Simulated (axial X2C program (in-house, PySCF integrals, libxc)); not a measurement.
# NbSi: from the state search to constants

Aim: find the lowest determinant of NbSi, scan the bond at several levels and fit the constants, once spin-free and once with spin–orbit coupling.

Method: all-electron X2C, Nb dyall-cv3z, Si dyall-v3z; program: an in-house X2C program for linear molecules on PySCF integrals.

All values are calculated.

### Step 1. Set-up

Input file task.json:

```json
{
 "zs": [
  41,
  14
 ],
 "q": 0,
 "bas": [
  "dyall-cv3z",
  "dyall-v3z"
 ],
 "levels": [
  "PBE0",
  "HF",
  "r2SCAN0"
 ],
 "cc": true,
 "r0": 2.63,
 "thr": -1.0,
 "nmax": 90,
 "npts": 10,
 "nst": 2,
 "ntry": 6
}
```

Keys: zs atomic numbers; q charge; bas basis sets; levels methods (HF also brings MP2); cc coupled cluster on or off; r0 starting distance in Å; thr threshold in hartree for freezing inner shells (an s shell follows its p shell); nmax most natural virtual spinors; npts points asked for on the curve; nst determinants followed; ntry starts of the search.

On the command line:

```bash
$ python so2c.py task.json out
```

Spin-free means the one-electron spin-free X2C Hamiltonian; two-component (2c) means X2C with spin–orbit coupling and atomic mean-field two-electron Coulomb and Gaunt terms. Basis: Nb dyall-cv3z contracted to [11s12p9d5f3g], Si dyall-v3z contracted to [8s7p2d1f]; Gaussian nuclei, density fitting. Masses: Nb 92.906 u, Si 27.977 u.

Notation: σ, π±, δ± give the projection m of an orbital's angular momentum (0, ±1, ±2), α and β its spin, Λ and M_S the sums; ω is the projection of a spinor's total angular momentum and Ω the sum. Logs are in hartree.

The results follow Hamiltonian by Hamiltonian and level by level.

### Step 2. State search with PBE0

PBE0 moves the distance from 2.630 Å to 2.443 Å and compares determinants there.

Spin-free determinants:

```tsv
ΔE (eV)	state	open shells
0.00	M_S = 5/2, Λ = 0	beyond closed shells: σα, π+α, π-α, δ+α, δ-α
0.40	M_S = 3/2, Λ = 1	beyond closed shells: σα, π+α, π-α, π-β, δ+α
0.40	M_S = 3/2, Λ = 3	beyond closed shells: σα, π+α, π+β, π-α, δ+α
0.49	M_S = 5/2, Λ = 1	beyond closed shells: 2 × σα, π+α, π+β, π-α, δ+α, δ-α
0.63	M_S = 3/2, Λ = 1	beyond closed shells: π+α, π+β, π-α, δ+α, δ-α
0.90	M_S = 7/2, Λ = 1	beyond closed shells: 2 × σα, 2 × π+α, π-α, δ+α, δ-α
1.02	M_S = 5/2, Λ = 3	beyond closed shells: σα, 2 × π+α, π-α, δ+α
```

Two-component determinants:

```json
{"ΔE (eV)": "0.00", "state": "Ω = 5/2", "open shells": "excess of +ω over −ω: ω = 5/2"}
{"ΔE (eV)": "0.32", "state": "Ω = 1/2", "open shells": "excess of +ω over −ω: ω = 1/2"}
{"ΔE (eV)": "0.35", "state": "Ω = 3/2", "open shells": "excess of +ω over −ω: ω = 3/2"}
{"ΔE (eV)": "0.44", "state": "Ω = 9/2", "open shells": "excess of +ω over −ω: ω = 1/2, ω = 3/2, ω = 5/2"}
{"ΔE (eV)": "0.47", "state": "Ω = 7/2", "open shells": "excess of +ω over −ω: 2 × ω = 1/2, ω = 5/2"}
{"ΔE (eV)": "0.50", "state": "Ω = 3/2", "open shells": "excess of +ω over −ω: ω = 1/2, ω = -3/2, ω = 5/2"}
{"ΔE (eV)": "0.61", "state": "Ω = 5/2", "open shells": "excess of +ω over −ω: ω = -1/2, 2 × ω = 3/2"}
```

### Step 3. PBE0, spin-free

State followed: M_S = 5/2, Λ = 0 (beyond closed shells: σα, π+α, π-α, δ+α, δ-α). The scan is laid around 2.443 Å, a first estimate of the minimum, and this SCF restarts from the orbitals of the search.

The SCF at the reference distance of 2.443 Å:

```text
spin-free X2C-1e  PBE0
basis functions 200  fitting functions 1001  grid points 5079
iter        total energy     max residual
   1      -4109.041119732     4.06e-05
   2      -4109.041119768     3.62e-05
   3      -4109.041119786     1.27e-05
   4      -4109.041119787     1.87e-05
converged
one-electron -5921.19805759  Coulomb 1828.26275382  exact exchange -34.53224692  xc functional -105.90746965  nuclear repulsion 124.33390056
```

Along the bond, energies from the lowest point:

| R (Å) | E (eV) | μ (D) | HOMO (eV) | LUMO (eV) | iterations |
| --- | --- | --- | --- | --- | --- |
| 2.296 | 0.1397 | -2.95 | -5.18 | -2.75 | 34 |
| 2.370 | 0.0289 | -3.05 | -5.19 | -2.66 | 33 |
| 2.443 | 0.0000 | -3.13 | -5.18 | -2.58 | 4 |
| 2.529 | 0.0448 | -3.21 | -5.18 | -2.49 | 37 |
| 2.614 | 0.1517 | -3.27 | -5.17 | -2.42 | 33 |
| 2.724 | 0.3510 | -3.32 | -5.16 | -2.50 | 36 |

Dipoles are positive if Si is the positive end.

Outer orbitals at the reference distance:

| symmetry | occupied | ε (eV) | atomic character |
| --- | --- | --- | --- |
| σα | yes | -12.36 | 62% Si s, 13% Nb d, 12% Nb p |
| σβ | yes | -11.06 | 64% Si s, 12% Nb d, 11% Nb p |
| π-α | yes | -5.97 | 49% Nb d, 41% Si p, 5% Nb p |
| π+α | yes | -5.97 | 49% Nb d, 41% Si p, 5% Nb p |
| σα | yes | -5.95 | 47% Nb d, 41% Si p, 6% Si s |
| σα | yes | -5.32 | 55% Nb s, 25% Nb d, 16% Si p |
| δ-α | yes | -5.29 | 99% Nb d |
| δ+α | yes | -5.29 | 99% Nb d |
| σβ | yes | -5.18 | 63% Si p, 18% Nb d, 11% Nb s |
| π-β | no | -2.58 | 55% Si p, 34% Nb d, 6% Nb p |
| π+β | no | -2.58 | 55% Si p, 34% Nb d, 6% Nb p |
| π+α | no | -2.19 | 44% Nb d, 26% Nb p, 25% Si p |
| π-α | no | -2.19 | 44% Nb d, 26% Nb p, 25% Si p |

PBE0 fields in the half plane through the axis: z from -2.4 to 4.8 Å across, distance from the axis 0.15 to 2.25 Å upwards; Nb lies at z = 0 and Si at z = 2.443 Å; the ELF is damped to zero where the density is low.

log10 density (e/bohr³). Ten even steps from '0' (-4.09 ) to '9' (1.63 ):
```
0001112222222222211111000
0011222233222222222221100
0112223333333333333222110
1122233444433333333332211
1122334555444444444433221
1223345666544444544443321
1223456676655555665443322
1233456898655557875544322
```

ELF. Ten even steps from '0' (0.00 ) to '9' (0.98 ):
```
0001133444322221111110000
0001234454433433334443100
0011223454344555566776420
0011113454335676678888752
0111012554225777689999974
1211114786325873128999986
2322247525636830511999997
3333478353756817580899998
```

Re = 2.437 Å, ωe = 389 cm⁻¹, ωexe = 1.14 cm⁻¹, Be = 0.132 cm⁻¹, De = 2.63 eV, μ = -3.12 D.

### Step 4. HF, spin-free

Output at 2.443 Å:

```text
spin-free X2C-1e  HF
basis functions 200  fitting functions 1001  grid points 5079
iter        total energy     max residual
   1      -4106.730390904     3.62e-01
   2      -4106.756416108     1.39e-02
   3      -4106.759767261     6.80e-02
   4      -4106.761852854     1.71e-02
   5      -4106.763181768     1.49e-02
   6      -4106.764112761     2.25e-02
   7      -4106.765124814     1.83e-02
   8      -4106.766127566     5.23e-03
   9      -4106.767242197     1.30e-02
  10      -4106.767741596     1.36e-02
  11      -4106.768026768     5.01e-03
  12      -4106.768090573     8.47e-04
  13      -4106.768102234     1.12e-03
  14      -4106.768104591     3.53e-04
  15      -4106.768105026     4.63e-05
  16      -4106.768105074     5.16e-05
  17      -4106.768105084     1.24e-05
  18      -4106.768105085     2.24e-06
converged
one-electron -5918.57961111  Coulomb 1825.70492934  exact exchange -138.22732387  xc functional 0.00000000  nuclear repulsion 124.33390056
```

No constants are quoted: too few points lie around the minimum for a second fit to confirm the first.

### Step 5. r2SCAN0, spin-free

The SCF at the reference distance of 2.443 Å:

```text
spin-free X2C-1e  r2SCAN0
basis functions 200  fitting functions 1001  grid points 5079
iter        total energy     max residual
   1      -4109.415988759     9.86e-02
   2      -4109.418401118     3.17e-03
   3      -4109.418491429     4.34e-03
   4      -4109.418551643     1.92e-03
   5      -4109.418569524     7.67e-04
   6      -4109.418574947     6.28e-04
   7      -4109.418577146     1.83e-04
   8      -4109.418578470     2.37e-04
   9      -4109.418578819     1.06e-04
  10      -4109.418578890     2.02e-05
  11      -4109.418578896     1.02e-05
converged
one-electron -5921.16297607  Coulomb 1828.25252564  exact exchange -34.54088447  xc functional -106.30114456  nuclear repulsion 124.33390056
```

Re = 2.430 Å, ωe = 392 cm⁻¹, Be = 0.1328 cm⁻¹, De = 2.37 eV, μ = -3.45 D.

### Step 6. Correlated methods, spin-free

Correlated methods: 9 electrons correlated (frozen shells, counted by type: Nb 4 s, 3 p, 1 d; Si 2 s, 1 p), 265 virtual spinors in MP2, 89 natural virtuals in coupled cluster.

Output of the correlated part at 2.443 Å:

```text
correlated 9  virtual 265  natural virtual 89  E(MP2) -0.151324299  MP2 remainder -0.004985945
iter   CCSD correlation   residual
   1     -0.162536520   1.65e-01
   2     -0.173883468   1.01e-01
   3     -0.181475332   6.75e-02
   4     -0.185934019   4.05e-02
   5     -0.187248664   1.79e-02
   6     -0.187746168   9.28e-03
   7     -0.187973369   4.86e-03
   8     -0.188024918   2.09e-03
   9     -0.188044262   8.91e-04
  10     -0.188054634   4.21e-04
  11     -0.188054267   1.99e-04
  12     -0.188056559   9.50e-05
  13     -0.188055315   5.16e-05
  14     -0.188055441   2.96e-05
  15     -0.188055797   1.52e-05
  16     -0.188056160   8.26e-06
  17     -0.188056460   3.89e-06
  18     -0.188056577   1.82e-06
  19     -0.188056639   9.63e-07
  20     -0.188056683   4.66e-07
  21     -0.188056686   1.89e-07
(T) -0.014456062  T1 0.1420  D1 0.2802  max T2 0.101
```

T1 in the output is the amplitude norm over the root of the electron number; divide by √2 for the Lee–Taylor value.

MP2: No constants are quoted: the lowest point is the short end of the scan.

CCSD: Re = 2.426 Å, ωe = 393 cm⁻¹, ωexe = 1.37 cm⁻¹, Be = 0.1332 cm⁻¹, De = 2.22 eV. T1 at Re = 0.098 (Lee–Taylor, the printed value over √2).

CCSD(T): Re = 2.437 Å, ωe = 386 cm⁻¹, ωexe = 1.21 cm⁻¹, Be = 0.132 cm⁻¹, De = 2.50 eV. T1 at Re = 0.100 (Lee–Taylor, the printed value over √2).

### Step 7. A higher determinant, spin-free

State: M_S = 3/2, Λ = 1 (beyond closed shells: σα, π+α, π-α, π-β, δ+α).

Output at the reference distance:

```text
spin-free X2C-1e  PBE0
basis functions 200  fitting functions 1001  grid points 5079
iter        total energy     max residual
   1      -4109.026581887     3.14e-05
   2      -4109.026581901     2.89e-05
   3      -4109.026581909     2.77e-05
   4      -4109.026581917     7.25e-06
converged
one-electron -5920.43901854  Coulomb 1827.45611575  exact exchange -34.51431641  xc functional -105.86326327  nuclear repulsion 124.33390056
```

| R (Å) | E above the lowest PBE0 point (eV) |
| --- | --- |
| 2.296 | 0.376 |
| 2.370 | 0.359 |
| 2.443 | 0.396 |
| 2.529 | 0.483 |
| 2.614 | 0.601 |
| 2.724 | 0.777 |

Re = 2.352 Å, ωe = 370 cm⁻¹, Be = 0.1417 cm⁻¹, μ = -3.41 D. Te = 0.36 eV.

### Step 8. The spin-free curves together

Energy (eV) of the followed determinant, spin-free, from each level's lowest point:

| R (Å) | PBE0 | HF | MP2 (spin-contaminated) | CCSD | CCSD(T) | r2SCAN0 |
| --- | --- | --- | --- | --- | --- | --- |
| 2.296 | 0.140 | 0.332 | 0.000 | 0.121 | 0.140 | 0.127 |
| 2.370 | 0.029 | 0.156 | 0.034 | 0.019 | 0.029 | 0.023 |
| 2.443 | 0.000 | 0.052 | 0.118 | 0.000 | 0.000 | 0.000 |
| 2.529 | 0.045 | 0.000 | 0.252 | 0.054 | 0.044 | 0.051 |
| 2.614 | 0.152 | 0.003 | 0.409 | 0.167 | 0.148 | 0.162 |
| 2.724 | 0.351 | 0.064 | 0.630 | 0.368 | 0.341 | 0.363 |

### Step 9. PBE0, 2c

State followed: Ω = 5/2 (excess of +ω over −ω: ω = 5/2). The scan is laid around 2.443 Å, a first estimate of the minimum, and this SCF restarts from the orbitals of the search.

Output at 2.443 Å:

```text
two-component X2C + atomic mean field  PBE0
basis functions 200  fitting functions 1001  grid points 5079
iter        total energy     max residual
   1      -4107.512521561     3.12e-05
   2      -4107.512521569     6.43e-06
converged
one-electron -5917.14054186  Coulomb 1827.45326674  exact exchange -34.51708621  xc functional -105.86161433  nuclear repulsion 124.33390056  atomic mean-field constant -1.78044647
```

Along the bond, energies from the lowest point:

```
R (Å)  E (eV)  μ (D)  HOMO (eV)  LUMO (eV)  iterations
2.296  0.1386  -2.95      -5.18      -2.77          38
2.370  0.0286  -3.04      -5.18      -2.67          36
2.443  0.0000  -3.13      -5.18      -2.59           2
2.529  0.0450  -3.20      -5.18      -2.50          37
2.614  0.1519  -3.26      -5.17      -2.43          36
2.724  0.3511  -3.32      -5.15      -2.53          37
```

Dipoles are positive if Si is the positive end.

Outer spinors at the reference distance:

```json
{"ω": "-3/2", "occupied": "yes", "ε (eV)": "-34.86", "atomic character": "100% Nb p", "λ mixture": "100% π"}
{"ω": "1/2", "occupied": "yes", "ε (eV)": "-12.36", "atomic character": "62% Si s, 13% Nb d, 12% Nb p", "λ mixture": "100% σ"}
{"ω": "-1/2", "occupied": "yes", "ε (eV)": "-11.06", "atomic character": "64% Si s, 12% Nb d, 11% Nb p", "λ mixture": "100% σ"}
{"ω": "-1/2", "occupied": "yes", "ε (eV)": "-5.99", "atomic character": "49% Nb d, 41% Si p, 5% Nb p", "λ mixture": "100% π"}
{"ω": "3/2", "occupied": "yes", "ε (eV)": "-5.95", "atomic character": "49% Nb d, 42% Si p, 5% Nb p", "λ mixture": "100% π"}
{"ω": "1/2", "occupied": "yes", "ε (eV)": "-5.95", "atomic character": "47% Nb d, 40% Si p, 6% Si s", "λ mixture": "100% σ"}
{"ω": "-3/2", "occupied": "yes", "ε (eV)": "-5.36", "atomic character": "99% Nb d", "λ mixture": "100% δ"}
{"ω": "1/2", "occupied": "yes", "ε (eV)": "-5.31", "atomic character": "55% Nb s, 25% Nb d, 17% Si p", "λ mixture": "100% σ"}
{"ω": "5/2", "occupied": "yes", "ε (eV)": "-5.23", "atomic character": "99% Nb d", "λ mixture": "100% δ"}
{"ω": "-1/2", "occupied": "yes", "ε (eV)": "-5.18", "atomic character": "63% Si p, 19% Nb d, 11% Nb s", "λ mixture": "100% σ"}
{"ω": "1/2", "occupied": "no", "ε (eV)": "-2.59", "atomic character": "55% Si p, 34% Nb d, 6% Nb p", "λ mixture": "100% π"}
{"ω": "-3/2", "occupied": "no", "ε (eV)": "-2.56", "atomic character": "55% Si p, 34% Nb d, 6% Nb p", "λ mixture": "100% π"}
{"ω": "-1/2", "occupied": "no", "ε (eV)": "-2.22", "atomic character": "44% Nb d, 26% Nb p, 25% Si p", "λ mixture": "100% π"}
{"ω": "3/2", "occupied": "no", "ε (eV)": "-2.16", "atomic character": "44% Nb d, 26% Nb p, 25% Si p", "λ mixture": "100% π"}
```

PBE0 fields in the half plane through the axis: z from -2.4 to 4.8 Å across, distance from the axis 0.15 to 2.25 Å upwards; Nb lies at z = 0 and Si at z = 2.443 Å; the ELF is damped to zero where the density is low.

log10 density (e/bohr³). Ten even steps from '0' (-4.10 ) to '9' (1.63 ):
```
0001112222222222211111000
0011222233222222222221100
0112223333333333333222110
1122233444433333333332211
1122334555444444444433221
1223345666544444544443321
1223456676655555665443322
1233456898655557875544322
```

ELF. Ten even steps from ' ' (0.00 ) to '@' (0.98 ):
```
      ....----======--::::::::............        
      ..::--==========----==--------======--..    
    ....::::--==++==--====++++++++****####**==::  
    ........--==++==----++**##****##%%%%%%%%##++::
  ......  ..::++++==::::++######**%%@@@@@@@@@@##==
..::........==##%%**--::++%%##--..::%%@@@@@@@@%%**
::--::::::==##++::++**--**%%--  ++....@@@@@@@@@@##
--------==##%%--++--##++**%%  ##++%%  %%@@@@@@@@%%
```

Re = 2.436 Å, ωe = 388 cm⁻¹, ωexe = 1.14 cm⁻¹, Be = 0.1321 cm⁻¹, De = 2.62 eV, μ = -3.12 D.

### Step 10. HF, 2c

Output at 2.443 Å:

```text
two-component X2C + atomic mean field  HF
basis functions 200  fitting functions 1001  grid points 5079
iter        total energy     max residual
   1      -4105.202165872     3.61e-01
   2      -4105.228237025     1.40e-02
   3      -4105.231600032     6.78e-02
   4      -4105.233694243     1.72e-02
   5      -4105.235015211     1.47e-02
   6      -4105.235928436     2.20e-02
   7      -4105.236918089     1.78e-02
   8      -4105.237893068     5.12e-03
   9      -4105.238988210     1.29e-02
  10      -4105.239502836     1.39e-02
  11      -4105.239806957     5.32e-03
  12      -4105.239880213     7.98e-04
  13      -4105.239894252     1.33e-03
  14      -4105.239898521     5.08e-04
  15      -4105.239900303     1.70e-04
  16      -4105.239901070     2.99e-04
  17      -4105.239901639     1.81e-04
  18      -4105.239901873     4.37e-05
  19      -4105.239901963     4.98e-05
  20      -4105.239901997     3.91e-05
  21      -4105.239902016     1.15e-05
  22      -4105.239902025     1.17e-05
  23      -4105.239902029     1.17e-05
  24      -4105.239902031     4.12e-06
  25      -4105.239902031     3.04e-06
  26      -4105.239902031     3.52e-06
  27      -4105.239902032     3.14e-06
  28      -4105.239902032     1.03e-06
converged
one-electron -5914.52356913  Coulomb 1824.89694046  exact exchange -138.16672746  xc functional 0.00000000  nuclear repulsion 124.33390056  atomic mean-field constant -1.78044647
```

No constants are quoted: too few points lie around the minimum for a second fit to confirm the first.

### Step 11. r2SCAN0, 2c

The SCF at the reference distance of 2.443 Å:

```text
two-component X2C + atomic mean field  r2SCAN0
basis functions 200  fitting functions 1001  grid points 5079
iter        total energy     max residual
   1      -4107.886023167     9.83e-02
   2      -4107.888465505     3.09e-03
   3      -4107.888556114     4.18e-03
   4      -4107.888623701     2.13e-03
   5      -4107.888643370     6.05e-04
   6      -4107.888648887     6.13e-04
   7      -4107.888651072     1.74e-04
   8      -4107.888652371     2.14e-04
   9      -4107.888652750     1.06e-04
  10      -4107.888652832     2.16e-05
  11      -4107.888652840     1.08e-05
converged
one-electron -5917.10751308  Coulomb 1827.44537456  exact exchange -34.52579675  xc functional -106.25417166  nuclear repulsion 124.33390056  atomic mean-field constant -1.78044647
```

Re = 2.430 Å, ωe = 392 cm⁻¹, Be = 0.1328 cm⁻¹, De = 2.37 eV, μ = -3.44 D.

### Step 12. MP2 and beyond, 2c

Correlated methods: 9 electrons correlated (frozen shells, counted by type: Nb 4 s, 3 p, 1 d; Si 2 s, 1 p), 265 virtual spinors in MP2, 90 natural virtuals in coupled cluster.

Output of the correlated part at 2.443 Å:

```text
correlated 9  virtual 265  natural virtual 90  E(MP2) -0.151434611  MP2 remainder -0.004807999
iter   CCSD correlation   residual
   1     -0.162784298   1.65e-01
   2     -0.174121490   1.00e-01
   3     -0.181714563   6.75e-02
   4     -0.186152690   4.05e-02
   5     -0.187468894   1.79e-02
   6     -0.187963204   9.30e-03
   7     -0.188190736   4.90e-03
   8     -0.188243114   2.16e-03
   9     -0.188262847   9.93e-04
  10     -0.188273675   5.48e-04
  11     -0.188272594   3.39e-04
  12     -0.188275236   2.23e-04
  13     -0.188271728   1.52e-04
  14     -0.188271868   9.98e-05
  15     -0.188272933   5.99e-05
  16     -0.188274386   3.81e-05
  17     -0.188275626   2.17e-05
  18     -0.188275980   1.22e-05
  19     -0.188276129   7.76e-06
  20     -0.188276171   5.12e-06
  21     -0.188276133   3.45e-06
  22     -0.188276135   2.27e-06
(T) -0.014489289  T1 0.1419  D1 0.2794  max T2 0.100
```

MP2: No constants are quoted: the lowest point is the short end of the scan.

CCSD: Re = 2.425 Å, ωe = 394 cm⁻¹, ωexe = 1.39 cm⁻¹, Be = 0.1333 cm⁻¹, De = 2.22 eV. T1 at Re = 0.098 (Lee–Taylor, the printed value over √2).

CCSD(T): Re = 2.436 Å, ωe = 388 cm⁻¹, ωexe = 1.25 cm⁻¹, Be = 0.1321 cm⁻¹, De = 2.50 eV. T1 at Re = 0.100 (Lee–Taylor, the printed value over √2).

### Step 13. A higher determinant, 2c

State: Ω = 1/2 (excess of +ω over −ω: ω = 1/2).

Output at the reference distance:

```text
two-component X2C + atomic mean field  PBE0
basis functions 200  fitting functions 1001  grid points 5079
iter        total energy     max residual
   1      -4107.500608135     4.20e-05
   2      -4107.500608154     2.20e-05
   3      -4107.500608162     1.97e-05
converged
one-electron -5916.41879488  Coulomb 1826.68221437  exact exchange -34.49926316  xc functional -105.81821858  nuclear repulsion 124.33390056  atomic mean-field constant -1.78044647
```

```csv
R (Å),E above the lowest PBE0 point (eV)
2.296,0.303
2.370,0.287
2.443,0.324
2.529,0.412
2.614,0.531
2.724,0.708
```

Re = 2.351 Å, ωe = 371 cm⁻¹, Be = 0.1418 cm⁻¹, μ = -3.40 D. Te = 0.29 eV.

### Step 14. The 2c curves together

Energy (eV) of the followed determinant, 2c, from each level's lowest point:

```csv
R (Å),PBE0,HF,MP2 (spin-contaminated),CCSD,CCSD(T),r2SCAN0
2.296,0.139,0.331,0.000,0.119,0.138,0.126
2.370,0.029,0.155,0.035,0.018,0.028,0.022
2.443,0.000,0.052,0.119,0.000,0.000,0.000
2.529,0.045,0.000,0.254,0.055,0.045,0.051
2.614,0.152,0.003,0.412,0.169,0.151,0.162
2.724,0.351,0.064,0.633,0.371,0.345,0.363
```

Time for the job: 3.4 min (1 thread of INTEL XEON PLATINUM 8581C at 2.30GHz (Emerald Rapids), shared host); peak memory 0.62 GiB.

### Step 15. Results

Lowest determinant that the search found at its distance, spin-free: M_S = 5/2, Λ = 0 (beyond closed shells: σα, π+α, π-α, δ+α, δ-α).

Lowest determinant that the search found at its distance, 2c: Ω = 5/2 (excess of +ω over −ω: ω = 5/2).

```tsv
Hamiltonian	level	Re (Å)	ωe (cm⁻¹)	De (eV)	μ (D)
spin-free	PBE0	2.437	389	2.63	-3.12
spin-free	CCSD	2.426	393	2.22	n/a
spin-free	CCSD(T)	2.437	386	2.50	n/a
spin-free	r2SCAN0	2.430	392	2.37	-3.45
2c	PBE0	2.436	388	2.62	-3.12
2c	CCSD	2.425	394	2.22	n/a
2c	CCSD(T)	2.436	388	2.50	n/a
2c	r2SCAN0	2.430	392	2.37	-3.44
```

Dipoles are positive if Si is the positive end. No constants: spin-free HF (too few points lie around the minimum for a second fit to confirm the first); spin-free MP2 (the lowest point is the short end of the scan); 2c HF (too few points lie around the minimum for a second fit to confirm the first); 2c MP2 (the lowest point is the short end of the scan).

Time per point (s) on 1 thread of INTEL XEON PLATINUM 8581C at 2.30GHz (Emerald Rapids), shared host (2c runs; CCSD comes with the CCSD(T) run); the times are rough: PBE0 1.9, CCSD(T) 5.5, r2SCAN0 3.

**Reading.** At CCSD(T), going from spin-free to two-component changes Re by -1 mÅ, ωe by +0.4 %, which is small (part of it comes from the scalar share of the two-electron terms). De moves by 0.00 eV; both De rest on single-determinant atoms, which can miss part of an open shell's spin–orbit lowering.

De refers to Nb + Si, each in the lowest determinant found, which need not be this curve's own limit. The state is a single determinant with fixed occupations, the lowest that a limited PBE0 search found. Dissociation energies refer to the lowest single-determinant-based atoms at the same level and basis. Density functionals use the spin component along the axis (collinear). CCSD and (T) use frozen natural virtuals with an MP2 correction for the truncation. The meta-GGAs lack a current-density term, which matters for open shells with orbital currents, atoms included. With several unpaired electrons one determinant need not be a pure state. The spin-free determinant is spin-contaminated at some levels. With the outer-core shells frozen, correlated bond lengths of heavy atoms tend to come out a few hundredths of an ångström too long. T1 at Re is 0.100 (Lee–Taylor), above the customary mark of 0.02.
